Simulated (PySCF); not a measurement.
# FGeH3O: the cost of one run

Computed with PySCF 2.14.0; each step states its level. No surroundings beyond the atoms listed, unless a continuum is named. Atoms count from 0, parts from 1.

## 1. Starting point

Each species was relaxed by itself at PBE0-D3(BJ)/def2-SVPD.

## 2. Energies of the species: wB97M-D3(BJ)/def2-TZVPD

What the job is given:

```
{"job": {"kind": "react", "xc": "wB97M-D3(BJ)", "basis": "def2-TZVPD"}, "charge": 0, "multiplicity": 1}
-1 FGeH3O charge 0 multiplicity 1
O      1.000660    -0.912350    -0.203200
Ge    -0.173110     0.317460     0.289900
F     -1.766600    -0.252960    -0.179890
H      1.096040    -1.028460    -1.153020
H      0.016150     1.633020    -0.474200
H     -0.129560     0.354380     1.814020

+1 FGeH2 charge 0 multiplicity 2
F      1.558040    -0.081580    -0.177030
Ge    -0.095690     0.006030     0.435150
H     -0.799120    -1.256240    -0.125460
H     -0.663230     1.331790    -0.132650

+1 HO charge 0 multiplicity 2
O      0.485750    -0.015280     0.001750
H     -0.488320     0.015610    -0.000160
```

Level: wB97M-D3(BJ)/def2-TZVPD reaction energy of separated species, gas phase.

The run is started by

```bash
$ OMP_NUM_THREADS=1 python cluster_run.py task.json out
```

This one command runs all jobs of the session in turn.

**Question.** How long does this first job take on 1 thread of Arm Neoverse N1, shared host, and how much memory does it need?

About 24 s, with a peak of 0.58 GiB.
